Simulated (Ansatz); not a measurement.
# C2H8OSSi: the cost of one run

Method: UKS B3LYP-D4/STO-3G, in Ansatz 0.2.0.

### 1 The structure to begin with

Bond lengths: C1–S2 1.780 Å, S2–C3 1.810 Å, C3–Si4 1.851 Å, Si4–O5 1.636 Å, C1–H6 1.170 Å, C1–H7 1.081 Å, C1–H8 1.045 Å, C3–H9 1.150 Å, C3–H10 1.104 Å, Si4–H11 1.558 Å, Si4–H12 1.454 Å, O5–H13 1.021 Å. Angles (14 of 20 angles, heavy atoms first): C1–S2–C3 97.2°, S2–C3–Si4 112.4°, C3–Si4–O5 115.6°, S2–C1–H6 107.1°, S2–C1–H7 111.6°, S2–C1–H8 112.0°, S2–C3–H9 105.6°, S2–C3–H10 111.0°, Si4–C3–H9 108.1°, Si4–C3–H10 115.5°, C3–Si4–H11 104.6°, C3–Si4–H12 111.4°, O5–Si4–H11 106.3°, O5–Si4–H12 111.6°.

Coordinates:

```xyz
13

C    -1.6731    0.7426    0.9711
S    -0.0192    1.3586    0.7370
C     0.8147   -0.2469    0.6692
Si    0.9647   -0.8909   -1.0599
O     1.4867    0.1886   -2.1731
H    -2.3788    1.6720    1.0541
H    -2.0245    0.2036    0.1022
H    -1.7678    0.2055    1.8630
H     1.8748   -0.0625    1.0746
H     0.3811   -0.9496    1.4022
H    -0.4909   -1.2672   -1.4667
H     1.7384   -2.1208   -1.1024
H     1.1145    1.1323   -2.0565
```

### 2 Preparing the start

Contents of input.yaml:

```yaml
crystal:
  periodic: [false, false, false]
  atoms:
    - { symbol: C, position_ang: [-1.6731, 0.7426, 0.9711] }
    - { symbol: S, position_ang: [-0.0192, 1.3586, 0.737] }
    - { symbol: C, position_ang: [0.8147, -0.2469, 0.6692] }
    - { symbol: Si, position_ang: [0.9647, -0.8909, -1.0599] }
    - { symbol: O, position_ang: [1.4867, 0.1886, -2.1731] }
    - { symbol: H, position_ang: [-2.3788, 1.672, 1.0541] }
    - { symbol: H, position_ang: [-2.0245, 0.2036, 0.1022] }
    - { symbol: H, position_ang: [-1.7678, 0.2055, 1.863] }
    - { symbol: H, position_ang: [1.8748, -0.0625, 1.0746] }
    - { symbol: H, position_ang: [0.3811, -0.9496, 1.4022] }
    - { symbol: H, position_ang: [-0.4909, -1.2672, -1.4667] }
    - { symbol: H, position_ang: [1.7384, -2.1208, -1.1024] }
    - { symbol: H, position_ang: [1.1145, 1.1323, -2.0565] }
magnetization:
  spin_polarized: true
basis:
  gaussian: { orbitals: STO-3G }
hamiltonian:
  xc: b3lyp
  dispersion: d4
relax:
  f_tol: 0.02
  max_steps: 40
```

Run with:

```console
> ansatz run input.yaml --threads 1 --pin off --max-ram 2048MiB --backend cpu --events-out ev --progress --plain --runs-dir out
```

Q: Estimate wall time and peak memory on 1 thread of an Arm CPU, shared host.

About 88 s, with a peak of 0.17 GiB.
